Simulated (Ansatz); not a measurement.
# Si2N3H8 radical: a ladder of functionals and wavefunction methods

The task here is to estimate one member of a computed series from the others.

Program: Ansatz 0.2.0, Gaussian basis. Level of theory: functionals in def2-TZVPP, the program's frozen cores in correlated methods. These are calculated values, not measurements.

Levels to be run: PBE-D4, r2SCAN-D4, PBE0-D4, B3LYP-D4, ωB97X-V, ωB97M-V, B2PLYP; CCSD(T)/def2-TZVPP; MP2/def2-QZVPP; extrapolation to the limit.

## The geometry

The geometry comes from an earlier relaxation with PBE0-D4 in a triple-zeta def2 set; it is a stationary point, not always the lowest conformer.

SMILES `N[SiH]N[SiH2]N`, 13 atoms, charge 0, spin multiplicity 2.

Atoms are counted from 1 here; the program's logs count them from 0.

Bond lengths: N1–Si2 1.714 Å, N1–H6 1.005 Å, N1–H7 1.013 Å, Si2–N3 1.736 Å, Si2–H8 1.506 Å, N3–Si4 1.720 Å, N3–H9 1.010 Å, Si4–N5 1.726 Å, Si4–H10 1.488 Å, Si4–H11 1.491 Å, N5–H12 1.009 Å, N5–H13 1.009 Å. Angles: Si2–N1–H6 121.5°, Si2–N1–H7 118.5°, H6–N1–H7 113.1°, N1–Si2–N3 105.7°, N1–Si2–H8 114.0°, N3–Si2–H8 105.9°, Si2–N3–Si4 129.2°, Si2–N3–H9 115.2°, Si4–N3–H9 115.1°, N3–Si4–N5 109.4°, N3–Si4–H10 114.4°, N3–Si4–H11 105.2°, N5–Si4–H10 103.7°, N5–Si4–H11 115.4°, H10–Si4–H11 109.1°, Si4–N5–H12 118.1°, Si4–N5–H13 119.4°, H12–N5–H13 110.6°.

Set-up of the first run:

Contents of in.yaml:

```yaml
crystal:
  periodic: [false, false, false]
  atoms:
    - {symbol: N, position_ang: [-1.260937, -1.567669, 0.224206]}
    - {symbol: Si, position_ang: [-0.201302, -1.612566, -1.121721]}
    - {symbol: N, position_ang: [0.840756, -0.235257, -0.946937]}
    - {symbol: Si, position_ang: [0.487509, 1.318445, -0.300023]}
    - {symbol: N, position_ang: [-0.028232, 1.153368, 1.339349]}
    - {symbol: H, position_ang: [-2.190134, -1.948218, 0.173334]}
    - {symbol: H, position_ang: [-1.182819, -0.795571, 0.875054]}
    - {symbol: H, position_ang: [0.704404, -2.815071, -1.149531]}
    - {symbol: H, position_ang: [1.743617, -0.319517, -1.391430]}
    - {symbol: H, position_ang: [-0.650957, 2.012987, -0.959060]}
    - {symbol: H, position_ang: [1.730276, 2.117219, -0.502635]}
    - {symbol: H, position_ang: [-0.615224, 1.876068, 1.727304]}
    - {symbol: H, position_ang: [0.623054, 0.815792, 2.032089]}
basis:
  gaussian: {orbitals: def2-TZVPP}
magnetization: {spin_polarized: true, initial_magnetization: 1}
hamiltonian: {xc: pbe, dispersion: d4}
output: {forces: true, orbitals: {seedname: orbitals}}
```

On the command line:

```console
ansatz run in.yaml --threads 2 --pin off --events-out ev --progress --plain --max-ram 22528MiB --backend cuda --devices 0, --max-vram 18GiB
```

Among the steps run: PBE-D4 (GGA); r2SCAN-D4 (meta-GGA); PBE0-D4 (hybrid); B3LYP-D4 (hybrid); ωB97X-V (range-separated); ωB97M-V (range-separated); B2PLYP (double hybrid); CCSD(T) in def2-TZVPP; MP2 in def2-QZVPP.

One of the session's tables, all rows but one given; the rest of the session is left out.

```
            method  atomisation energy (kJ/mol)
            PBE-D4                       4413.4
         r2SCAN-D4                       4342.8
           PBE0-D4                       4334.6
          B3LYP-D4                       4391.4
           ωB97X-V                       4394.8
           ωB97M-V                       4381.5
            B2PLYP                       4313.2
     HF/def2-TZVPP                       3007.8
    MP2/def2-TZVPP                       4247.0
   CCSD/def2-TZVPP                            ?
CCSD(T)/def2-TZVPP                       4209.7
           MP2/CBS                       4401.1
       CCSD(T)/CBS                       4363.8
```

Q: Estimate the row for CCSD/def2-TZVPP from the others.

As computed: atomisation energy (kJ/mol): 4147.6. In the column «atomisation energy (kJ/mol)» it lies between HF/def2-TZVPP (3007.8) and CCSD(T)/def2-TZVPP (4209.7).

Caveats from the session: Free atoms (3 N, 2 Si, 8 H) were run apart at each level; the atomisation energy is their sum less the molecule, without zero-point or spin-orbit terms.
